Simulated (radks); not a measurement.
# Spin polarisation of the 4d shell in Pd³⁺

An exercise on one series of results from a longer session: the logs are not shown, and one member is left open.

Program: radks (a radial shooting solver on a logarithmic mesh, Libxc functionals) version 1. Level of theory: non-relativistic Kohn-Sham, PBE, spin-polarised, spherical densities, point nucleus. These are calculated values, not measurements, unless marked.

### Starting point

| Quantity | Value |
| --- | --- |
| element | palladium (Z = 46) |
| charge | +3 |
| electrons | 43 |
| configuration | [Kr] 4d(up 3.5, down 3.5) |

A shell typed twice in an input gives spin up, then spin down.

Set-up of the first run:

Settings of this run:

```text
Z 46
configuration [Kr] 4d3.5 4d3.5
relativity non-relativistic
functional pbe,pbe
spin polarised
nucleus point
```

Steps of the session up to this table: No moment.

One of the session's tables, all rows but one given; the rest of the session is left out.

It belongs to the step «No moment». Sizes of the orbitals, from the radial functions (bohr):

```
level     <r>  outermost maximum (interpolated)  90 % within  nodes
   2s  0.1438                             0.122        0.221      1
   2p  0.1229                            0.0956        0.199      0
   3s  0.3918                             0.354        0.576      2
   3p  0.3841                             0.340        0.577      1
   3d  0.3572                             0.283        0.565      0
   4s  0.9665                             0.875         1.40      3
   4p   1.035                             0.916         1.52      2
   4d       ?                                 ?            ?      ?
```

Q: Estimate the row for 4d from the others.

The run gave: <r>: 1.295; outermost maximum (interpolated): 1.05; 90 % within: 2.01; nodes: 1. In the column «<r>» it is the highest.
